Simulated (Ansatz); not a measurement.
# Sc3Ge: the cost of one run

Method: DFT PBE, scalar-relativistic, plane waves, PAW, in Ansatz 0.2.0.

1 further run of the same task is left out (it didn't finish).

## 1. The structure to begin with

Symmetry: P4/mmm, No. 123, tetragonal system. Conventional cell: a = 2.994 Å, b = 2.994 Å, c = 8.097 Å, α = 90.00°, β = 90.00°, γ = 90.00°. Sc (site symmetry 4/mmm) is surrounded by 12 Sc at 2.99 to 3.07 Å. Sc (site symmetry 4mm) is surrounded by 4 Ge at 2.80 Å and 8 Sc at 2.99 to 3.07 Å. Ge (site symmetry 4/mmm) has 8 Sc at 2.80 Å and 4 Ge at 2.99 Å as nearest neighbours.

As a file:

```
CELL_PARAMETERS angstrom
2.99428 0.00000 0.00000
0.00000 2.99428 0.00000
0.00000 0.00000 8.09717
ATOMIC_POSITIONS crystal
Sc 0.00000 0.00000 0.50000
Sc 0.50000 0.50000 0.22612
Sc 0.50000 0.50000 0.77388
Ge 0.00000 0.00000 0.00000
```

A structure generator made this guess: species swapped into a database cell of Al3Cu (P4/mmm, No. 123), with Sc on the Al sites and Ge on the Cu sites. Its size is a rough estimate.

## 2. Probe: one point on a coarse mesh

input.yaml reads:

```yaml
crystal:
  lattice:
    - [2.99427924, 0.0, 0.0]
    - [0.0, 2.99427924, 0.0]
    - [0.0, 0.0, 8.09717244]
  atoms:
    - { symbol: Sc, position: [0.0, 0.0, 0.5] }
    - { symbol: Sc, position: [0.5, 0.5, 0.22611551] }
    - { symbol: Sc, position: [0.5, 0.5, 0.77388449] }
    - { symbol: Ge, position: [0.0, 0.0, 0.0] }
basis:
  ecutwfc: 420
kpoints:
  mp_grid: { grid: [6, 6, 2] }
hamiltonian:
  xc: pbe
scf:
  occupations: { method: gaussian, width: 0.1 }
  lower_state_search: "off"
output:
  forces: true
  stress: true
  eigenvalues: true
```

Started as:

```console
$ ansatz run input.yaml --threads 1 --pin off --max-ram 2560MiB --backend cpu --events-out ev --progress --plain --runs-dir out
```

**Question.** How long does this run take on 1 thread of Arm Neoverse V1, shared host, and how much memory does it need?

About 2.7 s, with a peak of 0.35 GiB.
